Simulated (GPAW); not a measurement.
InSb3:

```
CELL_PARAMETERS angstrom
4.80637 0.00000 0.00000
0.00000 4.80637 0.00000
0.00000 0.00000 4.80637
ATOMIC_POSITIONS crystal
Sb 0.50000 0.50000 0.00000
Sb 0.00000 0.50000 0.50000
Sb 0.50000 0.00000 0.50000
In 0.00000 0.00000 0.00000
```

The cell comes from a database or a generator and needn't be the stable form of this composition.

```yaml
Program: GPAW 26.7.0
Task: relaxation of cell and atoms
Functional: PBEsol
Potentials_or_basis: PAW data sets generated in the run's folder for this functional
Cutoff: 600 eV
Basis: pw
k_mesh: 5 × 5 × 5
Occupations: fermi-dirac, width 0.05 eV
Spin: no spin polarisation
```

At the start: pressure -2.8 GPa; volume 27.76 Å³/atom.

Problem. How do energy, volume and symmetry change on relaxing?

Solution. Over 4 steps the energy falls by 12.8 meV/atom and the volume is 26.36 Å³/atom (-5.0 %); space group Pm-3m (No. 221, to 0.05 Å).

Step by step:
```
step  energy change (eV)  largest force (eV/Å)  pressure (GPa)  volume (Å³)
   1              0.0000                0.0000           -2.79       111.03
   2             -0.0096                0.0000           -2.54       110.46
   3             -0.0508                0.0000            0.23       105.03
   4             -0.0512                0.0000           -0.01       105.45
```

Final structure:
```cif
data_structure
_symmetry_space_group_name_H-M 'P 1'
_symmetry_Int_Tables_number 1
_cell_length_a 4.7244
_cell_length_b 4.7244
_cell_length_c 4.7244
_cell_angle_alpha 90.000
_cell_angle_beta 90.000
_cell_angle_gamma 90.000
_cell_volume 105.45
loop_
_atom_site_label
_atom_site_type_symbol
_atom_site_fract_x
_atom_site_fract_y
_atom_site_fract_z
_atom_site_occupancy
Sb1 Sb 0.50000 0.50000 0.00000 1
Sb2 Sb 0.00000 0.50000 0.50000 1
Sb3 Sb 0.50000 0.00000 0.50000 1
In1 In 0.00000 0.00000 0.00000 1
```

Caveat: later steps reuse the first step's grids.
